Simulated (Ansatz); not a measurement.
# C₃H₉BSi: one species, many methods

The task here is to estimate one member of a computed series from the others.

Method: functionals in def2-TZVPP, the program's frozen cores in correlated methods; program: Ansatz 0.2.0, Gaussian basis.

The runs, in order: PBE-D4, r2SCAN-D4, PBE0-D4, B3LYP-D4, ωB97X-V, ωB97M-V, B2PLYP; CCSD(T)/def2-TZVPP; MP2/def2-QZVPP; extrapolation to the limit.

**The relaxed structure**

The geometry comes from an earlier relaxation with PBE0-D4 in a triple-zeta def2 set; it is a stationary point, not always the lowest conformer.

14 atoms, charge 0, spin multiplicity 1.

Atoms are counted from 1 here; the program's logs count them from 0.

Bond lengths: C1–C2 1.343 Å, C1–H6 1.089 Å, C1–H7 1.089 Å, C2–Si3 1.868 Å, C2–B4 1.553 Å, Si3–H8 1.489 Å, Si3–H9 1.489 Å, Si3–H10 1.489 Å, B4–C5 1.557 Å, B4–H11 1.205 Å, C5–H12 1.092 Å, C5–H13 1.094 Å, C5–H14 1.100 Å. Angles: C2–C1–H6 123.2°, C2–C1–H7 120.9°, H6–C1–H7 115.9°, C1–C2–Si3 119.8°, C1–C2–B4 117.7°, Si3–C2–B4 122.5°, C2–Si3–H8 110.0°, C2–Si3–H9 110.8°, C2–Si3–H10 110.9°, H8–Si3–H9 108.9°, H8–Si3–H10 108.8°, H9–Si3–H10 107.4°, C2–B4–C5 124.7°, C2–B4–H11 116.6°, C5–B4–H11 118.7°, B4–C5–H12 116.0°, B4–C5–H13 111.9°, B4–C5–H14 107.1° and more.

The first run:

The input, in.yaml:

```yaml
crystal:
  periodic: [false, false, false]
  atoms:
    - {symbol: C, position_ang: [-1.007256, 1.707563, 0.649692]}
    - {symbol: C, position_ang: [-0.288844, 0.622446, 0.318857]}
    - {symbol: Si, position_ang: [1.280141, 0.227597, 1.252622]}
    - {symbol: B, position_ang: [-0.812953, -0.263844, -0.843376]}
    - {symbol: C, position_ang: [-0.098341, -1.540918, -1.376117]}
    - {symbol: H, position_ang: [-0.724432, 2.389629, 1.450239]}
    - {symbol: H, position_ang: [-1.924734, 1.953644, 0.117402]}
    - {symbol: H, position_ang: [1.529745, 1.266126, 2.289840]}
    - {symbol: H, position_ang: [2.447285, 0.179079, 0.329713]}
    - {symbol: H, position_ang: [1.182536, -1.101159, 1.917043]}
    - {symbol: H, position_ang: [-1.830555, 0.095094, -1.379073]}
    - {symbol: H, position_ang: [0.720843, -1.922994, -0.762638]}
    - {symbol: H, position_ang: [-0.806211, -2.352032, -1.572916]}
    - {symbol: H, position_ang: [0.319977, -1.289632, -2.362291]}
basis:
  gaussian: {orbitals: def2-TZVPP}
hamiltonian: {xc: pbe, dispersion: d4}
output: {forces: true, orbitals: {seedname: orbitals}}
```

Launch:

```sh
ansatz run in.yaml --threads 4 --pin off --events-out ev --progress --plain --max-ram 10444MiB
```

Steps of the session up to this table: PBE-D4 (GGA); r2SCAN-D4 (meta-GGA); PBE0-D4 (hybrid); B3LYP-D4 (hybrid); ωB97X-V (range-separated); ωB97M-V (range-separated); B2PLYP (double hybrid); CCSD(T) in def2-TZVPP; MP2 in def2-QZVPP.

One table of the session follows, with a row left open; its other results are not shown here.

```
            method  atomisation energy (kJ/mol)
            PBE-D4                            ?
         r2SCAN-D4                       5275.8
           PBE0-D4                       5274.9
          B3LYP-D4                       5274.0
           ωB97X-V                       5267.3
           ωB97M-V                       5272.9
            B2PLYP                       5212.1
     HF/def2-TZVPP                       4052.5
    MP2/def2-TZVPP                       5176.0
   CCSD/def2-TZVPP                       5074.6
CCSD(T)/def2-TZVPP                       5134.8
           MP2/CBS                       5286.0
       CCSD(T)/CBS                       5244.8
```

Estimate the missing values for PBE-D4.

**Answer.** atomisation energy (kJ/mol): 5320.6. In the column «atomisation energy (kJ/mol)» it is the highest.

Limits of these values: Free atoms (3 C, 1 Si, 1 B, 9 H) were run apart at each level; the atomisation energy is their sum less the molecule, without zero-point or spin-orbit terms.
